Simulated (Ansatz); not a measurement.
**GeAsH3+ (doublet): from Hartree-Fock to the top rungs, cc-pVDZ**

One table from this session's results is given with a row withheld; the runs are named, their logs left out.

Program: Ansatz 0.2.0, Gaussian basis. Level of theory: cc-pVDZ, core rule «outside noble gas», up to 28 orbitals frozen. These are calculated values, not measurements.

To be run: UHF; CCSD(T) on ROHF; CCSD(T) on UHF; BCCD(T) on ROHF; CISD; CCSDT(Q) on ROHF; CCSDT(Q) on UHF.

24 further runs of the same task are left out: 11 that didn't finish, 13 set aside as unsound or not needed.

### The system

The geometry is a PBE0/def2-TZVP stationary point (not a proven minimum) of the parent state, kept for this charge and spin. No spin-orbit coupling is included. The filled d shell of Ge, As may be among the frozen orbitals whatever the setting's name suggests; the logs give the count.

5 atoms, charge 1, spin multiplicity 2.

Atoms are counted from 1 here; the program's logs count them from 0.

Bond lengths: Ge1–As2 2.414 Å, Ge1–H3 1.557 Å, As2–H4 1.522 Å, As2–H5 1.522 Å. Angles: As2–Ge1–H3 114.2°, Ge1–As2–H4 97.6°, Ge1–As2–H5 97.6°, H4–As2–H5 92.8°.

Geometry (Å):

```xyz
5
AsGeH3
Ge    0.00000    0.06463    1.23015
As    0.00000   -0.07042   -1.18017
H     0.00000   -1.31777    1.94608
H     1.10175    0.94713   -1.43821
H    -1.10175    0.94713   -1.43821
```

Set-up of the first run:

in.yaml reads:

```yaml
crystal:
  periodic: [false, false, false]
  atoms:
    - {symbol: Ge, position_ang: [0.000000, 0.064628, 1.230152]}
    - {symbol: As, position_ang: [0.000000, -0.070415, -1.180173]}
    - {symbol: H, position_ang: [0.000000, -1.317769, 1.946080]}
    - {symbol: H, position_ang: [1.101747, 0.947133, -1.438211]}
    - {symbol: H, position_ang: [-1.101747, 0.947133, -1.438211]}
basis:
  gaussian: {orbitals: cc-pVDZ}
total_charge: 1
magnetization: {spin_polarized: true, initial_magnetization: 1}
hamiltonian: {xc: hf}
output: {orbitals: {seedname: orbitals}}
```

On the command line:

```sh
> ansatz run in.yaml --threads 1 --pin off --events-out ev --progress --plain --max-ram 2393MiB
```

Steps of the session up to this table: UHF; CCSD(T) on ROHF; CCSD(T) on UHF; BCCD(T) on ROHF; CISD; CCSDT(Q) on ROHF; CCSDT(Q) on UHF.

One of the session's tables, all rows but one given; the rest of the session is left out.

```
   method  from UCCSDT(Q) (meV)
     ROHF               +5980.9
      UHF               +5791.3
     RMP2               +1308.2
     UMP2               +1308.5
     CISD                +733.7
    RCCSD                +227.0
    UCCSD                +213.7
 RCCSD(T)                 +48.1
 UCCSD(T)                 +45.2
  BCCD(T)                 +46.8
   RCCSDT                 +13.2
   UCCSDT                     ?
RCCSDT(Q)                  +3.4
UCCSDT(Q)                     0
```

Q: Estimate the row for UCCSDT from the others.

**Answer.** from UCCSDT(Q) (meV): +9.5. In the column «from UCCSDT(Q) (meV)» it lies between RCCSDT(Q) (+3.4) and RCCSDT (+13.2).

Caveats from the session: Restricted and unrestricted rows rest on different reference determinants; where their highest levels disagree by more than a few hundredths of an eV, they describe different states and don't form one ladder.
